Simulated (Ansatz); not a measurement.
# Cs₂CuSbCl₆, space group Fm-3m: a single point from an input typed as a dict

Program: the Ansatz DFT code, driven from Python.

The cells in order, each with its output:

```python
from collections import Counter
import warnings

import ansatz as az
import numpy as np

warnings.simplefilter("ignore", az.DeckWarning)
```

```python
inputs = {
    "crystal": {
        "lattice": [
            [0.0, 5.254878, 5.254878],
            [5.254878, 0.0, 5.254878],
            [5.254878, 5.254878, 0.0],
        ],
        "atoms": [
            {"symbol": "Cs", "position": [0.75, 0.75, 0.75]},
            {"symbol": "Cs", "position": [0.25, 0.25, 0.25]},
            {"symbol": "Cu", "position": [0.5, 0.5, 0.5]},
            {"symbol": "Sb", "position": [0.0, 0.0, 0.0]},
            {"symbol": "Cl", "position": [0.743149, 0.256851, 0.256851]},
            {"symbol": "Cl", "position": [0.256851, 0.256851, 0.743149]},
            {"symbol": "Cl", "position": [0.256851, 0.743149, 0.743149]},
            {"symbol": "Cl", "position": [0.256851, 0.743149, 0.256851]},
            {"symbol": "Cl", "position": [0.743149, 0.256851, 0.743149]},
            {"symbol": "Cl", "position": [0.743149, 0.743149, 0.256851]},
        ],
    },
    "kpoints": {"mp_grid": {"grid": [3, 3, 3]}},
    "hamiltonian": {"xc": "lda"},
    "scf": {"occupations": {"method": "fixed"}},
    "output": {"forces": True, "stress": True},
}

outcome = az.Session.from_dict(inputs).plan(threads=1).execute()
summary = outcome.report

[(site.symbol, site.position_frac.round(4).tolist()) for site in outcome.lattice.sites]
```

    [(<Element.CS: 'Cs'>, [0.75, 0.75, 0.75]), (<Element.CS: 'Cs'>, [0.25, 0.25, 0.25]),
     (<Element.CU: 'Cu'>, [0.5, 0.5, 0.5]), (<Element.SB: 'Sb'>, [0.0, 0.0, 0.0]),
     (<Element.CL: 'Cl'>, [0.7431, 0.2569, 0.2569]), (<Element.CL: 'Cl'>, [0.2569, 0.2569, 0.7431]),
     (<Element.CL: 'Cl'>, [0.2569, 0.7431, 0.7431]), (<Element.CL: 'Cl'>, [0.2569, 0.7431, 0.2569]),
     (<Element.CL: 'Cl'>, [0.7431, 0.2569, 0.7431]), (<Element.CL: 'Cl'>, [0.7431, 0.7431, 0.2569])]

```python
summary["kpoints_frac"][:4]
```

    [[0.0, 0.0, 0.0], [0.0, 0.0, 0.3333333333333333], [0.0, 0.3333333333333333, 0.3333333333333333],
     [0.0, 0.3333333333333333, -0.33333333333333337]]

```python
summary["free_energy_ev"]
```

    -30178.220317589698

```python
energy = summary["free_energy_ev"]
print("Cs2CuSbCl6: {:.6f} eV = {:.6f} Ry = {:.6f} Ha".format(energy, energy / 13.605693, energy / 27.211386))
print("Fermi level {:.4f} eV, {} k-points, {} symmetry operations".format(summary["fermi_energy_ev"], summary["n_kpoints"], summary["n_symmetry_ops"]))
```

    Cs2CuSbCl6: -30178.220318 eV = -2218.058302 Ry = -1109.029151 Ha
    Fermi level 4.5001 eV, 4 k-points, 48 symmetry operations

```python
# the stress is positive in compression
print("pressure by term (GPa)")
for term, tensor in summary["stress_terms_gpa"].items():
    if np.any(tensor):
        print(f"  {term:28s} {np.trace(np.array(tensor)) / 3:12.3f}")
print(f"  {'total':28s} {np.trace(np.array(summary['stress_gpa'])) / 3:12.3f}")
```

    pressure by term (GPa)
      kinetic                           645.136
      hartree                           857.113
      ewald                           -1093.527
      local_pseudopotential            -299.278
      nonlocal_pseudopotential           42.202
      augmentation                       24.912
      nlcc                             -188.517
      xc                                  8.233
      augmentation_tail                  -0.001
      scf_correction                     -0.000
      pulay_correction                    0.011
      total                              -3.716

```python
# forces, one row an atom
forces = np.array(summary["forces_ev_ang"])
norms = np.linalg.norm(forces, axis=1)
print("largest force {:.4f} eV/A on atom {}".format(norms.max(), norms.argmax()))
print(np.array2string(forces, precision=4, suppress_small=True))
```

    largest force 0.0982 eV/A on atom 7
    [[ 0.     -0.      0.    ]
     [-0.     -0.     -0.    ]
     [ 0.     -0.     -0.    ]
     [-0.     -0.     -0.    ]
     [ 0.0982 -0.      0.    ]
     [-0.      0.      0.0982]
     [-0.0982  0.     -0.    ]
     [-0.      0.0982  0.    ]
     [-0.     -0.0982  0.    ]
     [ 0.     -0.     -0.0982]]

```python
told = Counter((n["data"]["severity"], n["data"]["kind"]) for n in outcome.notices if n["event"] == "notice")
for (severity, kind), count in sorted(told.items()):
    print(f"{severity:8s} {kind} x{count}")

terms = summary["components"]
{name: round(terms[name], 3) for name in ("e_kinetic", "e_hartree", "e_xc", "e_local", "e_nonlocal")}
```

    audit    band_cg_iterations x1
    audit    loop_bands_changed x1
    audit    preconditioner_resolved x1
    {'e_kinetic': 1752.871,
     'e_hartree': 4657.65,
     'e_xc': -1203.057,
     'e_local': -10879.787,
     'e_nonlocal': 1022.058}

Notes:
- Absolute energies stand on the zero of these potentials, so only differences at equal settings mean something. A total without «per atom» is that of the cell as typed.
- Spin is left out of this run.
- The energy terms are those on the plane-wave grid, with the one-centre PAW part apart; the terms shown are only some of the summands, so they needn't add up to F.
- Under fixed occupations the level called the Fermi level is the highest filled one on the SCF mesh; off the mesh a filled band can lie a little above it.
- An absolute Fermi energy rests on an arbitrary zero of the periodic potential and has no direct meaning.
- Pressure is positive in compression.
- Without a Hubbard U or exact exchange, semilocal functionals often make such 3d compounds metallic or too weakly gapped.
- The structure comes from a database of computed cells and needn't be a stable or known phase.
- Hardware and time: 4.8 s on 1 thread of Arm Neoverse V2, on a shared host, peak memory 0.57 GiB.

(Lines on the test bed's own set-up are left out of the output.)
